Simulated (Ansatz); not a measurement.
**One shape, several levels: doublet CH6GeSi+**

Wanted: a comparison of 6 runs (UHF/3-21G, UHF/cc-pVDZ, UB3LYP/6-31G*, U-r2SCAN/cc-pVDZ, UCAM-B3LYP/cc-pVDZ, RPA@PBE/cc-pVDZ) of doublet CH6GeSi+. 

The results are computed with Ansatz 0.2.0.

65 further runs of the same task are left out: 65 set aside as unsound or not needed.

### Step 1. The structure to begin with

CH6GeSi+ has 9 atoms, charge +1, and is taken as a doublet. As SMILES of the parent species, `[CH2]1[SiH2][GeH2]1`. Geometry: relaxed at PBE0-D4/def2-TZVP. That shape belongs to the parent species and isn't relaxed for this state.

Bond lengths: C1–Si2 1.880 Å, C1–Ge3 2.007 Å, Si2–Ge3 2.297 Å, C1–H4 1.087 Å, C1–H5 1.087 Å, Si2–H6 1.482 Å, Si2–H7 1.482 Å, Ge3–H8 1.529 Å, Ge3–H9 1.529 Å. Some angles: C1–Si2–Ge3 56.4°, Si2–C1–Ge3 72.4°, C1–Ge3–Si2 51.3°, C1–Si2–H6 117.1°, C1–Si2–H7 117.1°, Ge3–Si2–H6 121.0°, Ge3–Si2–H7 120.9°, Si2–C1–H4 117.9°, Si2–C1–H5 117.9°, Ge3–C1–H4 115.8°.

### Step 2. The energy at UHF/3-21G (run 1)

Input file in.yaml:

```yaml
crystal:
  periodic: [false, false, false]
  atoms:
    - {symbol: C, position_ang: [-0.726700, 0.082100, -0.693700]}
    - {symbol: Si, position_ang: [0.887500, 0.879500, -0.151400]}
    - {symbol: Ge, position_ang: [-0.040700, -0.948100, 0.885700]}
    - {symbol: H, position_ang: [-1.647500, 0.636600, -0.532900]}
    - {symbol: H, position_ang: [-0.737600, -0.453300, -1.639500]}
    - {symbol: H, position_ang: [0.802100, 2.227300, 0.458900]}
    - {symbol: H, position_ang: [2.050400, 0.731400, -1.058000]}
    - {symbol: H, position_ang: [0.399400, -2.377500, 0.568600]}
    - {symbol: H, position_ang: [-0.898400, -0.824300, 2.145300]}
basis:
  gaussian:
    orbitals: 3-21G-spherical.json
total_charge: 1
magnetization:
  spin_polarized: true
  initial_magnetization: 1
hamiltonian:
  xc: hf
accuracy: high
output: {orbitals: {seedname: orbitals}}
```

The basis set 3-21G is read from a file made from the Basis Set Exchange's data (not shown).

Command:

```console
$ ansatz run in.yaml --threads 1 --pin off --max-ram 3480MiB --events-out events.jsonl --progress --plain --runs-dir runs
```

Standard output:

```text
Warning: RAYON_NUM_THREADS=1 ignored (pool sized by the plan → 1); use --threads N
Functional definition: HF
  name "HF"
  exchange = exact_x
  correlation = 0
1187 factors; integrals over basis functions are off by at most 5.1e-9 eV
mean field evaluation 1: about -65127.9017 eV, gradient 2.2e1 eV
mean field evaluation 2: about -65128.1595 eV, gradient 2.2e1 eV
mean field evaluation 4: about -65130.8732 eV, gradient 1.5e0 eV
mean field evaluation 8: about -65130.9196 eV, gradient 1.8e-1 eV
mean field evaluation 16: about -65130.9250 eV, gradient 2.5e-8 eV
mean field evaluation 32: about -65130.9086 eV, gradient 3.1e-1 eV
mean field evaluation 64: about -65129.7416 eV, gradient 4.5e0 eV
mean field -65130.92499021 eV, -2393.5173460638 hartree, gradient 3.6e-8 eV, S^2 0.757745; 1 other end points of the search recorded, 0 dependent functions left out
reference -65130.92499021 eV, -2393.5173460638 hartree; 29, 28 occupied and 27, 28 virtual orbitals, 1187 factors
Total energy: -65130.92499021 eV, -2393.5173460638 hartree
```

Wall time 2 s (1 thread of Arm Neoverse V2, shared host); peak memory 0.17 GiB.

### Step 3. A single-point energy at UHF/cc-pVDZ (run 2)

Input file run.yaml:

```yaml
crystal:
  periodic: [false, false, false]
  atoms:
    - {symbol: C, position_ang: [-0.726700, 0.082100, -0.693700]}
    - {symbol: Si, position_ang: [0.887500, 0.879500, -0.151400]}
    - {symbol: Ge, position_ang: [-0.040700, -0.948100, 0.885700]}
    - {symbol: H, position_ang: [-1.647500, 0.636600, -0.532900]}
    - {symbol: H, position_ang: [-0.737600, -0.453300, -1.639500]}
    - {symbol: H, position_ang: [0.802100, 2.227300, 0.458900]}
    - {symbol: H, position_ang: [2.050400, 0.731400, -1.058000]}
    - {symbol: H, position_ang: [0.399400, -2.377500, 0.568600]}
    - {symbol: H, position_ang: [-0.898400, -0.824300, 2.145300]}
basis:
  gaussian: {orbitals: cc-pVDZ}
magnetization: {spin_polarized: true, initial_magnetization: 1}
total_charge: 1
output: {orbitals: {seedname: orbitals}}
accuracy: high
hamiltonian: {xc: hf}
```

Command:

```console
$ ansatz run run.yaml --threads 1 --pin off --max-ram 3480MiB --events-out events.jsonl --progress --plain --runs-dir runs
```

Standard output:

```text
Warning: RAYON_NUM_THREADS=1 ignored (pool sized by the plan → 1); use --threads N
Functional definition: HF
  name "HF"
  exchange = exact_x
  correlation = 0
2077 factors; integrals over basis functions are off by at most 4.8e-9 eV
mean field evaluation 1: about -65447.1193 eV, gradient 2.6e1 eV
mean field evaluation 2: about -65447.1778 eV, gradient 2.6e1 eV
mean field evaluation 4: about -65451.1038 eV, gradient 2.2e0 eV
mean field evaluation 8: about -65451.1699 eV, gradient 2.6e-1 eV
mean field evaluation 16: about -65451.1764 eV, gradient 1.4e-8 eV
mean field evaluation 32: about -65450.1760 eV, gradient 1.5e0 eV
mean field evaluation 64: about -65450.0705 eV, gradient 8.1e-1 eV
mean field -65451.17642343 eV, -2405.2863691603 hartree, gradient 1.9e-8 eV, S^2 0.759971; 0 other end points of the search recorded, 0 dependent functions left out
reference -65451.17642343 eV, -2405.2863691603 hartree; 29, 28 occupied and 60, 61 virtual orbitals, 2077 factors
Total energy: -65451.17642343 eV, -2405.2863691603 hartree
```

Run time: 7.2 s. Hardware: 1 thread of Arm Neoverse V2, shared host; peak memory 0.39 GiB.

### Step 4. A single-point energy at UB3LYP/6-31G(d) (spherical functions) (run 3)

Input file job.yaml:

```yaml
crystal:
  periodic: [false, false, false]
  atoms:
    - symbol: C
      position_ang: [-0.726700, 0.082100, -0.693700]
    - symbol: Si
      position_ang: [0.887500, 0.879500, -0.151400]
    - symbol: Ge
      position_ang: [-0.040700, -0.948100, 0.885700]
    - symbol: H
      position_ang: [-1.647500, 0.636600, -0.532900]
    - symbol: H
      position_ang: [-0.737600, -0.453300, -1.639500]
    - symbol: H
      position_ang: [0.802100, 2.227300, 0.458900]
    - symbol: H
      position_ang: [2.050400, 0.731400, -1.058000]
    - symbol: H
      position_ang: [0.399400, -2.377500, 0.568600]
    - symbol: H
      position_ang: [-0.898400, -0.824300, 2.145300]
basis:
  gaussian:
    orbitals: 6-31G_st_-spherical.json
total_charge: 1
magnetization:
  spin_polarized: true
  initial_magnetization: 1
hamiltonian:
  xc: {name: B3LYP}
accuracy: high
output: {orbitals: {seedname: orbitals}}
```

The basis set 6-31G* is read from a file made from the Basis Set Exchange's data (not shown).

Command:

```console
$ ansatz run job.yaml --threads 1 --pin off --max-ram 3480MiB --events-out events.jsonl --progress --plain --runs-dir runs
```

Standard output:

```text
Warning: RAYON_NUM_THREADS=1 ignored (pool sized by the plan → 1); use --threads N
Functional definition: B3LYP
  name "B3LYP"
  parameter a0 = 0.2
  parameter ax = 0.72
  parameter ac = 0.81
  exchange = (1 - a0 - ax)*slater_x + ax*b88_x + a0*exact_x
  correlation = (1 - ac)*vwn_rpa_c + ac*lyp_c
1728 factors; integrals over basis functions are off by at most 4.5e-9 eV
mean field evaluation 1: about -65503.3597 eV, gradient 4.7e1 eV
mean field evaluation 2: about -65482.0051 eV, gradient 6.6e1 eV
mean field evaluation 4: about -65514.0617 eV, gradient 3.3e0 eV
mean field evaluation 8: about -65514.2818 eV, gradient 4.8e-1 eV
mean field evaluation 16: about -65514.2864 eV, gradient 6.6e-3 eV
mean field evaluation 32: about -65514.2864 eV, gradient 3.1e-8 eV
mean field -65514.28640329 eV, -2407.6056181427 hartree, gradient 3.1e-8 eV, S^2 0.752071; 2 other end points of the search recorded, 0 dependent functions left out
reference -65514.28644522 eV, -2407.6056196837 hartree; 29, 28 occupied and 47, 48 virtual orbitals, 1728 factors
Total energy: -65514.28644522 eV, -2407.6056196837 hartree
```

Run time: 16 s. Hardware: 1 thread of Arm Neoverse V2, shared host; peak memory 0.39 GiB.

Runs 4 to 5 aren't shown in full; the table further down has their settings and results.

### Step 5. The energy at RPA@PBE/cc-pVDZ (run 6)

Input file molecule.yaml:

```yaml
crystal:
  periodic: [false, false, false]
  atoms:
    - {symbol: C, position_ang: [-0.726700, 0.082100, -0.693700]}
    - {symbol: Si, position_ang: [0.887500, 0.879500, -0.151400]}
    - {symbol: Ge, position_ang: [-0.040700, -0.948100, 0.885700]}
    - {symbol: H, position_ang: [-1.647500, 0.636600, -0.532900]}
    - {symbol: H, position_ang: [-0.737600, -0.453300, -1.639500]}
    - {symbol: H, position_ang: [0.802100, 2.227300, 0.458900]}
    - {symbol: H, position_ang: [2.050400, 0.731400, -1.058000]}
    - {symbol: H, position_ang: [0.399400, -2.377500, 0.568600]}
    - {symbol: H, position_ang: [-0.898400, -0.824300, 2.145300]}
basis:
  gaussian: {orbitals: cc-pVDZ}
total_charge: 1
magnetization: {spin_polarized: true, initial_magnetization: 1}
hamiltonian: {xc: {name: PBE}}
correlation: {method: rpa, frozen_orbitals: {C: 1, Ge: 9, H: 0, Si: 5}}
accuracy: high
```

Command:

```console
$ ansatz run molecule.yaml --threads 1 --pin off --max-ram 3480MiB --events-out events.jsonl --progress --plain --runs-dir runs
```

Standard output, cut to the lines that bear on the results:

```text
Warning: RAYON_NUM_THREADS=1 ignored (pool sized by the plan → 1); use --threads N
Functional definition: PBE
  name "PBE"
[...]
2077 factors; integrals over basis functions are off by at most 4.8e-9 eV
[...]
mean field -65505.45018286 eV, -2407.2808930314 hartree, gradient 4.2e-8 eV, S^2 0.752034; 2 other end points of the search recorded, 0 dependent functions left out
15 core orbitals not correlated: weight in the atoms' cores, before any rotation towards them, 1.000 or more for the frozen orbitals, at most 0.000 for the correlated occupied ones
reference -65450.07909146 eV, -2405.2460429541 hartree; 14, 13 occupied and 60, 61 virtual orbitals, 2077 factors
Total energy: -65467.23424154 eV, -2405.8764830915 hartree
```

Wall time 22 s (1 thread of Arm Neoverse V2, shared host); peak memory 0.44 GiB.

### Step 6. Overview of the runs

```csv
run,level,frozen core orbitals,energy (Eh),HOMO energy (eV),LUMO energy (eV),⟨S²⟩,wall time
1,UHF/3-21G,–,-2393.517346,-16.01,-7.33,0.758,2 s
2,UHF/cc-pVDZ,–,-2405.286369,-16.01,-6.82,0.760,7.2 s
3,UB3LYP/6-31G* (spherical functions),–,-2407.605620,-13.30,-10.84,0.752,16 s
4,U-r2SCAN/cc-pVDZ,–,-2407.746459,-12.69,-11.23,0.754,31 s
5,UCAM-B3LYP/cc-pVDZ,–,-2407.898713,-14.80,-9.51,0.753,20 s
6,RPA@PBE/cc-pVDZ,15,-2405.876483,–,–,0.752,22 s
```

### Step 7. Outcome

| quantity | value |
| --- | --- |
| run 6: total energy | -2405.87648 Eh |
| run 6: RPA correlation energy (valence) | -630.4 mEh |
| run 6: ⟨S²⟩ of the reference determinant | 0.752 |

Totals of different functionals can't be ranked against each other. All runs together took 98 s, the longest 31 s.
